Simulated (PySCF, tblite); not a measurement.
# C2H13NOSi3: geometry, infrared bands, NMR shifts, electronic excitations and core binding energies

Wanted: the infrared bands, NMR shifts, electronic excitations and core binding energies of C2H13NOSi3 (`CO[SiH2]N([SiH3])[SiH2]C`), by calculation.

Computed with tblite 0.8.0 and PySCF 2.14.0, with density-fitted response routines of our own, on a single molecule in the gas phase. Atoms count from 0, in the outputs and in this text.

## (1) The starting structure

20 atoms, charge 0, multiplicity 1; geometry from: force field or distance geometry start.

Bonds of the start (Å): C0–O1 1.38, O1–Si2 1.72, Si2–N3 1.77, N3–Si4 1.78, N3–Si5 1.78, Si5–C6 1.86, C0–H7 1.11, C0–H8 1.12, C0–H9 1.11, Si2–H10 1.47, Si2–H11 1.48, Si4–H12 1.48, Si4–H13 1.48, Si4–H14 1.46, Si5–H15 1.47, Si5–H16 1.46, C6–H17 1.10, C6–H18 1.11, C6–H19 1.12.

## (2) Relaxing the molecule with GFN2-xTB

The job: settings as JSON, then the geometry in Å.

```
{"job": {"kind": "relax", "xc": "GFN2-xTB", "basis": "xTB"}, "charge": 0, "multiplicity": 1}
C     -2.996700    -1.335500    -0.093600
O     -1.652400    -1.109500    -0.306600
Si    -1.334400     0.491300    -0.839400
N      0.412700     0.775500    -0.778600
Si     0.887900     2.104000     0.300900
Si     1.168500    -0.782900    -0.384500
C      2.946700    -0.649300     0.137800
H     -3.544500    -1.315400    -1.063000
H     -3.380500    -0.470500     0.505500
H     -3.221800    -2.277600     0.455300
H     -2.102700     1.495900    -0.096300
H     -1.738800     0.567300    -2.265500
H      0.157900     3.306300    -0.173800
H      2.324300     2.438600     0.209700
H      0.492000     1.920600     1.694700
H      1.142900    -1.656600    -1.564200
H      0.432400    -1.445700     0.687300
H      3.069600    -0.241100     1.149800
H      3.587000    -0.106200    -0.587100
H      3.344500    -1.698600     0.189100
```

Started as:

```bash
$ OMP_NUM_THREADS=1 python probes_run.py task.json out
```

This one command runs all jobs of the session in turn.

Log:

```text
step      E/eV     max force
  0    -630.64360    2.135
  1    -630.83533    1.253
  2    -630.93971    0.780
  3    -630.99910    0.751
  4    -631.09218    0.532
  5    -631.12994    0.493
  6    -631.16854    0.581
  7    -631.19557    0.425
  8    -631.21958    0.330
  9    -631.24050    0.374
 10    -631.26205    0.368
 11    -631.28394    0.339
 12    -631.30570    0.319
 13    -631.32340    0.273
 14    -631.33578    0.257
 15    -631.34580    0.232
 16    -631.35479    0.189
 17    -631.36266    0.171
 18    -631.36919    0.193
 19    -631.37442    0.192
 20    -631.37876    0.185
 21    -631.38219    0.175
 22    -631.38482    0.109
 23    -631.38713    0.133
 24    -631.38934    0.115
 25    -631.39159    0.138
 26    -631.39401    0.112
 27    -631.39661    0.101
 28    -631.39932    0.093
 29    -631.40164    0.104
 30    -631.40308    0.084
 31    -631.40391    0.061
 32    -631.40472    0.064
 33    -631.40577    0.078
 34    -631.40699    0.095
 35    -631.40818    0.096
 36    -631.40926    0.075
 37    -631.41038    0.079
 38    -631.41161    0.080
 39    -631.41275    0.083
 40    -631.41376    0.075
 41    -631.41484    0.095
 42    -631.41618    0.112
 43    -631.41764    0.092
 44    -631.41887    0.079
 45    -631.41976    0.077
 46    -631.42055    0.077
 47    -631.42157    0.080
 48    -631.42288    0.081
 49    -631.42425    0.093
 50    -631.42557    0.098
 51    -631.42680    0.084
 52    -631.42778    0.095
 53    -631.42870    0.085
 54    -631.42966    0.082
 55    -631.43050    0.070
 56    -631.43113    0.070
 57    -631.43165    0.043
 58    -631.43201    0.045
 59    -631.43247    0.052
 60    -631.43299    0.056
 61    -631.43354    0.050
 62    -631.43401    0.045
 63    -631.43444    0.055
 64    -631.43492    0.070
 65    -631.43545    0.055
 66    -631.43590    0.045
 67    -631.43622    0.040
 68    -631.43651    0.050
 69    -631.43689    0.056
 70    -631.43740    0.058
 71    -631.43798    0.048
 72    -631.43853    0.054
 73    -631.43903    0.066
 74    -631.43964    0.074
 75    -631.44053    0.100
 76    -631.44182    0.104
 77    -631.44361    0.108
 78    -631.44587    0.131
 79    -631.44858    0.179
 80    -631.45155    0.149
 81    -631.45512    0.233
 82    -631.45904    0.202
 83    -631.46059    0.333
 84    -631.46421    0.158
 85    -631.46633    0.067
 86    -631.46764    0.061
 87    -631.46971    0.062
 88    -631.47029    0.059
 89    -631.47149    0.059
 90    -631.47217    0.055
 91    -631.47256    0.040
 92    -631.47282    0.032
 93    -631.47303    0.025
 94    -631.47317    0.025
 95    -631.47331    0.033
 96    -631.47346    0.027
 97    -631.47363    0.029
 98    -631.47382    0.031
 99    -631.47409    0.041
100    -631.47446    0.046
101    -631.47486    0.043
102    -631.47514    0.029
103    -631.47529    0.029
104    -631.47543    0.030
105    -631.47563    0.036
106    -631.47591    0.044
107    -631.47622    0.037
108    -631.47648    0.029
109    -631.47670    0.030
110    -631.47693    0.035
111    -631.47724    0.048
112    -631.47762    0.050
113    -631.47796    0.038
114    -631.47821    0.038
115    -631.47838    0.034
116    -631.47855    0.031
117    -631.47878    0.034
118    -631.47906    0.038
119    -631.47932    0.043
120    -631.47953    0.038
121    -631.47974    0.031
122    -631.47999    0.038
123    -631.48024    0.033
124    -631.48041    0.027
125    -631.48053    0.024
126    -631.48068    0.037
127    -631.48093    0.058
128    -631.48139    0.075
129    -631.48200    0.072
130    -631.48244    0.043
131    -631.48271    0.041
132    -631.48292    0.043
133    -631.48316    0.043
134    -631.48348    0.036
135    -631.48372    0.039
136    -631.48401    0.041
137    -631.48429    0.042
138    -631.48459    0.034
139    -631.48475    0.023
140    -631.48484    0.019
141    -631.48491    0.020
142    -631.48498    0.022
143    -631.48507    0.020
144    -631.48514    0.019
145    -631.48521    0.019
146    -631.48528    0.020
147    -631.48538    0.023
148    -631.48554    0.022
149    -631.48573    0.025
150    -631.48590    0.024
151    -631.48603    0.028
152    -631.48613    0.032
153    -631.48626    0.032
154    -631.48647    0.027
155    -631.48673    0.038
156    -631.48699    0.046
157    -631.48730    0.054
158    -631.48768    0.052
159    -631.48814    0.051
160    -631.48848    0.048
161    -631.48890    0.033
162    -631.48920    0.037
163    -631.48942    0.046
164    -631.48967    0.029
165    -631.48987    0.027
166    -631.48996    0.022
167    -631.49005    0.025
168    -631.49015    0.027
169    -631.49023    0.026
170    -631.49029    0.022
171    -631.49035    0.022
172    -631.49040    0.015
173    -631.49043    0.013
174    -631.49046    0.011
175    -631.49048    0.013
176    -631.49049    0.013
177    -631.49051    0.008
```

Wall time 2.9 s (1 thread of Arm Neoverse N1, shared host); peak memory 0.18 GiB.

Along the way: (not every step is listed)

```
step  energy from step 0 (eV)  largest force (eV/Å)
   0                   0.0000                2.1353
   1                  -0.1917                1.2531
   2                  -0.2961                0.7803
   3                  -0.3555                0.7514
   4                  -0.4486                0.5322
   5                  -0.4863                0.4928
   6                  -0.5249                0.5812
   7                  -0.5520                0.4249
   8                  -0.5760                0.3299
  24                  -0.7457                0.1148
  40                  -0.7702                0.0746
  56                  -0.7875                0.0697
  72                  -0.7949                0.0537
  88                  -0.8267                0.0593
 104                  -0.8318                0.0297
 120                  -0.8359                0.0384
 136                  -0.8404                0.0408
 152                  -0.8425                0.0317
 168                  -0.8465                0.0273
 172                  -0.8468                0.0146
 173                  -0.8468                0.0135
 174                  -0.8469                0.0106
 175                  -0.8469                0.0129
 176                  -0.8469                0.0126
 177                  -0.8469                0.0078
```

Close pairs (by a distance rule), those that changed most:

```
  bond  before (Å)  after (Å)  change (Å)
O1–Si2       1.717      1.618      -0.099
Si2–N3       1.771      1.726      -0.045
N3–Si4       1.777      1.737      -0.039
C6–H19       1.123      1.085      -0.038
Si5–C6       1.858      1.893      +0.035
 C0–H8       1.120      1.093      -0.027
N3–Si5       1.776      1.750      -0.026
C6–H18       1.109      1.085      -0.025
```

The final coordinates are the input of the step that follows.

## (3) Harmonic vibrations with GFN2-xTB

The job: settings as JSON, then the geometry in Å.

```
{"job": {"kind": "ir", "xc": "GFN2-xTB", "basis": "xTB"}, "charge": 0, "multiplicity": 1}
C     -3.062106    -1.464480    -0.546097
O     -1.792147    -0.917835    -0.380760
Si    -1.445289     0.662810    -0.367475
N      0.265109     0.646783    -0.138848
Si     1.092951     2.171201    -0.042210
Si     1.047685    -0.909234     0.032650
C      2.903537    -0.642199     0.294287
H     -3.480455    -1.188678    -1.517032
H     -3.741979    -1.112655     0.233428
H     -2.975334    -2.549689    -0.486257
H     -2.137675     1.334476     0.737881
H     -1.812145     1.287081    -1.643432
H      0.114194     3.212989    -0.346154
H      2.178104     2.200055    -1.024068
H      1.618591     2.368440     1.311946
H      0.849466    -1.695280    -1.191727
H      0.505175    -1.608917     1.204833
H      3.102080    -0.014059     1.156073
H      3.368683    -0.175347    -0.567136
H      3.396408    -1.594784     0.457670
```

Log:

```text
mode    cm-1     km/mol
  1      44.4      0.10
  2      51.1      2.42
  3      66.5      0.05
  4      84.5      1.43
  5      85.5      0.62
  6     117.3      3.42
  7     157.4      1.14
  8     169.2      2.20
  9     188.0      2.72
 10     200.3      1.09
 11     218.8      0.67
 12     290.2      7.00
 13     483.4     33.77
 14     493.0      2.39
 15     547.0     53.79
 16     583.1     20.49
 17     584.1    183.66
 18     608.6     14.49
 19     619.3     28.36
 20     693.5    158.80
 21     756.1     17.46
 22     765.9     25.86
 23     767.7    183.40
 24     785.0    225.86
 25     788.3    285.11
 26     795.1     75.75
 27     812.4    360.44
 28     822.4    143.88
 29     828.0    542.90
 30     844.5     46.83
 31     981.4    553.27
 32    1015.6    621.80
 33    1136.1      1.79
 34    1138.0     56.49
 35    1165.5    151.65
 36    1374.1     13.90
 37    1417.1      0.18
 38    1484.0      4.38
 39    1492.9      2.00
 40    1493.4      0.58
 41    1499.5      0.31
 42    2189.6     16.36
 43    2198.0    513.62
 44    2212.7    173.89
 45    2220.2    697.79
 46    2238.9    248.53
 47    2244.1    207.08
 48    2267.5    391.93
 49    2944.0     40.53
 50    2958.8     52.54
 51    2991.3     24.26
 52    3050.0     40.64
 53    3050.8     52.53
 54    3054.0      7.83
```

Wall time 1.6 s (1 thread of Arm Neoverse N1, shared host); peak memory 0.18 GiB.

The strongest bands and the atoms that carry them (share of the mass-weighted mode):

```
cm⁻¹  km/mol                                   atoms
 788   285.1                      H14 41 %, H12 22 %
 812   360.4  H12 19 %, H11 17 %, H10 17 %, H13 15 %
 828   542.9                      H10 28 %, H11 28 %
 981   553.3                       N3 76 %, Si5 12 %
1016   621.8                       N3 76 %, Si2 12 %
2198   513.6  H16 41 %, H15 20 %, H10 13 %, H11 13 %
2220   697.8                                H14 86 %
2268   391.9                                H12 87 %
```

## (4) Relaxing the molecule at PBE0-D3(BJ)/def2-SVP

The job: settings as JSON, then the geometry in Å.

```
{"job": {"xc": "PBE0", "basis": "def2-SVP", "d3": "d3bj", "grid": 1, "shake": 0.01, "kind": "geom"}, "charge": 0, "multiplicity": 1}
C     -3.041700    -1.490040    -0.541920
O     -1.797820    -0.922360    -0.382920
Si    -1.465490     0.660490    -0.376130
N      0.298340     0.649040    -0.142370
Si     1.090140     2.164520    -0.052760
Si     1.043780    -0.904410     0.030260
C      2.913110    -0.644200     0.294530
H     -3.465000    -1.183230    -1.522080
H     -3.743810    -1.107250     0.252780
H     -2.978030    -2.552120    -0.476230
H     -2.146540     1.331560     0.746710
H     -1.806340     1.288000    -1.636730
H      0.085910     3.223200    -0.355750
H      2.161420     2.202820    -1.017060
H      1.614140     2.357680     1.312210
H      0.848940    -1.681220    -1.184250
H      0.507110    -1.597800     1.202780
H      3.092820    -0.008220     1.161900
H      3.366530    -0.183180    -0.564840
H      3.371470    -1.587880     0.462580
```

Log:

```text
step   0  E = -1081.54236830  max force = 0.037939
step   1  E = -1081.55327318  max force = 0.008180
step   2  E = -1081.55390585  max force = 0.001832
step   3  E = -1081.55397124  max force = 0.001100
step   4  E = -1081.55398956  max force = 0.000621
step   5  E = -1081.55400186  max force = 0.000329
optimisation converged
```

It took 2.6 min on 1 thread of Arm Neoverse N1, shared host; peak memory 0.73 GiB.

Relaxation path:

```
step  energy from step 0 (eV)  largest force component (eV/Å)
   0                   0.0000                          1.9509
   1                  -0.2967                          0.4206
   2                  -0.3140                          0.0942
   3                  -0.3157                          0.0566
   4                  -0.3162                          0.0319
   5                  -0.3166                          0.0169
```

Distances of close pairs at the start and the end, largest changes first:

```
   bond  before (Å)  after (Å)  change (Å)
Si4–H13       1.442      1.494      +0.053
Si2–H11       1.449      1.497      +0.048
 O1–Si2       1.617      1.661      +0.043
 Si2–N3       1.779      1.737      -0.042
 C6–H19       1.062      1.102      +0.039
Si5–H15       1.455      1.493      +0.039
 N3–Si5       1.732      1.770      +0.038
 N3–Si4       1.712      1.749      +0.036
```

The next job starts from the end point, and lists it.

```
                         at the end point                value
rotational constants (GHz, main isotopes)  2.103, 0.932, 0.667
                        dipole moment (D)                 0.68
```

[end of part 1 of 3]
